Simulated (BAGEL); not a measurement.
# UHF/aug-cc-pVDZ (density fitting with qzvpp-jkfit) run of GeH2Br (SMILES [GeH2][Br])

Aim: the vertical ionisation energy of GeH2Br at UHF/aug-cc-pVDZ (density fitting with qzvpp-jkfit), from 2 runs. 

The results are computed with BAGEL 1.2.2.

1 further run of the same task is left out (set aside as unsound or not needed).

**1. The structure to begin with**

The species is GeH2Br (4 atoms), meant as a doublet with charge 0. SMILES: `[GeH2][Br]`. The coordinates come from a PBE0-D4/def2-TZVP relaxation.

Bond lengths: Ge1–Br2 2.308 Å, Ge1–H3 1.546 Å, Ge1–H4 1.546 Å. Angles: Br2–Ge1–H3 107.1°, Br2–Ge1–H4 107.1°, H3–Ge1–H4 111.8°.

**2. The energy at UHF/aug-cc-pVDZ (density fitting with qzvpp-jkfit)**

job.json

```json
{ "bagel": [

{
  "title": "molecule",
  "basis": "aug-cc-pvdz.json",
  "df_basis": "qzvpp-jkfit",
  "angstrom": true,
  "geometry": [
    { "atom": "Ge", "xyz": [       0.070100,      -0.433600,      -0.287800 ] },
    { "atom": "Br", "xyz": [       1.030500,       0.294100,       1.680700 ] },
    { "atom": "H", "xyz": [      -1.452500,      -0.535300,      -0.040300 ] },
    { "atom": "H", "xyz": [       0.407400,       0.614600,      -1.372800 ] }
  ]
},

{
  "title": "uhf",
  "nopen": 1
},

{
  "title": "print",
  "file": "orbitals.molden",
  "orbitals": true
}

]}
```

The basis set aug-cc-pVDZ is read from a file made from the Basis Set Exchange's data (not shown).

The run is started by

```sh
$ BAGEL_NUM_THREADS=1 BAGEL job.json > job.out
```

Output:

```text
* using 1 threads per process

  ===============================================================
  ===============================================================

  *** Geometry ***

  { "atom" : "Ge", "xyz" : [      0.132470,     -0.819385,     -0.543863 ] },
  { "atom" : "Br", "xyz" : [      1.947363,      0.555768,      3.176063 ] },
  { "atom" : "H", "xyz" : [     -2.744827,     -1.011570,     -0.076156 ] },
  { "atom" : "H", "xyz" : [      0.769874,      1.161426,     -2.594216 ] },

  Number of auxiliary basis functions:      568

  Since a DF basis is specified, we compute 2- and 3-index integrals:
    o Being stored without compression. Storage requirement is 0.037 GB

  Number of basis functions:       90
  Number of electrons      :       69

    * METHOD: MOLECULE                             0.30

  *** Open-shell HF ***

  === Nuclear Repulsion ===
   290.7302697315

      * DIIS with orbital gradients will be used.

  === UHF iteration (aug-cc-pvdz.json) ===
      0      -4648.83169914          0.01636295           0.21
      1      -4648.88552258          0.00743570           0.21
      2      -4648.89546237          0.00314907           0.21
      3      -4648.89752251          0.00096613           0.21
      4      -4648.89800832          0.00021045           0.21
      5      -4648.89804519          0.00007152           0.21
      6      -4648.89805393          0.00002832           0.21
      7      -4648.89805615          0.00001309           0.21
      8      -4648.89805699          0.00000374           0.21
      9      -4648.89805705          0.00000184           0.21
     10      -4648.89805707          0.00000079           0.21
     11      -4648.89805707          0.00000033           0.21
     12      -4648.89805707          0.00000017           0.21
     13      -4648.89805707          0.00000007           0.21
     14      -4648.89805707          0.00000003           0.21
     15      -4648.89805707          0.00000001           0.21
     16      -4648.89805707          0.00000000           0.21
    * SCF iteration converged.

    * S^2 (UHF) is 0.7551

    * Permanent dipole moment:
           (    0.336230,     0.261047,     0.694649) a.u.

    * METHOD: UHF                                  3.87

    * METHOD: PRINT                                0.01

  ===============================================================
```

Wall time 4.5 s (1 thread of Arm Neoverse V2, shared host); peak memory 0.15 GiB.

**3. The singlet cation, same level**

input.json

```json
{ "bagel" : [

{
  "title" : "molecule",
  "basis" : "aug-cc-pvdz.json",
  "df_basis" : "qzvpp-jkfit",
  "angstrom" : "true",
  "geometry" : [
    { "atom" : "Ge", "xyz" : [       0.070100,      -0.433600,      -0.287800 ] },
    { "atom" : "Br", "xyz" : [       1.030500,       0.294100,       1.680700 ] },
    { "atom" : "H", "xyz" : [      -1.452500,      -0.535300,      -0.040300 ] },
    { "atom" : "H", "xyz" : [       0.407400,       0.614600,      -1.372800 ] }
  ]
},

{ "title" : "hf", "charge" : 1 },

{ "title" : "print", "file" : "orbitals.molden", "orbitals" : "true" }

]}
```

The basis set aug-cc-pVDZ is read from a file made from the Basis Set Exchange's data (not shown).

The run is started by

```sh
$ BAGEL_NUM_THREADS=1 BAGEL input.json > input.out
```

Output:

```text
* using 1 threads per process

  ===============================================================
  ===============================================================

  *** Geometry ***

  { "atom" : "Ge", "xyz" : [      0.132470,     -0.819385,     -0.543863 ] },
  { "atom" : "Br", "xyz" : [      1.947363,      0.555768,      3.176063 ] },
  { "atom" : "H", "xyz" : [     -2.744827,     -1.011570,     -0.076156 ] },
  { "atom" : "H", "xyz" : [      0.769874,      1.161426,     -2.594216 ] },

  Number of auxiliary basis functions:      568

  Since a DF basis is specified, we compute 2- and 3-index integrals:
    o Being stored without compression. Storage requirement is 0.037 GB

  Number of basis functions:       90
  Number of electrons      :       69

    * METHOD: MOLECULE                             0.30

  *** RHF ***

  === Nuclear Repulsion ===
   290.7302697315

      * DIIS with orbital gradients will be used.

  === RHF iteration (aug-cc-pvdz.json) ===
      0      -4648.47075385          0.01393119           0.11
      1      -4648.55331259          0.00649169           0.10
      2      -4648.57832204          0.00125794           0.10
      3      -4648.57961186          0.00027645           0.10
      4      -4648.57970431          0.00011485           0.10
      5      -4648.57972826          0.00004668           0.10
      6      -4648.57973320          0.00001229           0.10
      7      -4648.57973348          0.00000310           0.10
      8      -4648.57973349          0.00000094           0.10
      9      -4648.57973349          0.00000044           0.10
     10      -4648.57973349          0.00000021           0.10
     11      -4648.57973349          0.00000008           0.10
     12      -4648.57973349          0.00000003           0.10
     13      -4648.57973349          0.00000001           0.10
     14      -4648.57973349          0.00000000           0.10
    * SCF iteration converged.

    * Permanent dipole moment:
           (    0.736762,     0.829208,     1.743951) a.u.

    * METHOD: HF                                   1.81

    * METHOD: PRINT                                0.01

  ===============================================================
```

It took 2.3 s on 1 thread of Arm Neoverse V2, shared host; peak memory 0.15 GiB.

**4. Results**

At UHF/aug-cc-pVDZ (density fitting with qzvpp-jkfit):

| quantity | value |
| --- | --- |
| doublet GeH2Br: total energy | -4648.89806 Eh |
| doublet GeH2Br: dipole moment | 2.07 D |
| doublet GeH2Br: ⟨S²⟩ | 0.755 |
| singlet cation: total energy | -4648.57973 Eh |
| singlet cation: HOMO energy | -17.15 eV |
| singlet cation: LUMO energy | -7.81 eV |
| singlet cation: HOMO–LUMO gap | 9.34 eV |
| vertical ionisation energy (to the singlet cation) | 8.662 eV |

The vertical ionisation energy comes to 8.66 eV (836 kJ/mol). Only the singlet of the ionised species was computed; a triplet could lie lower.
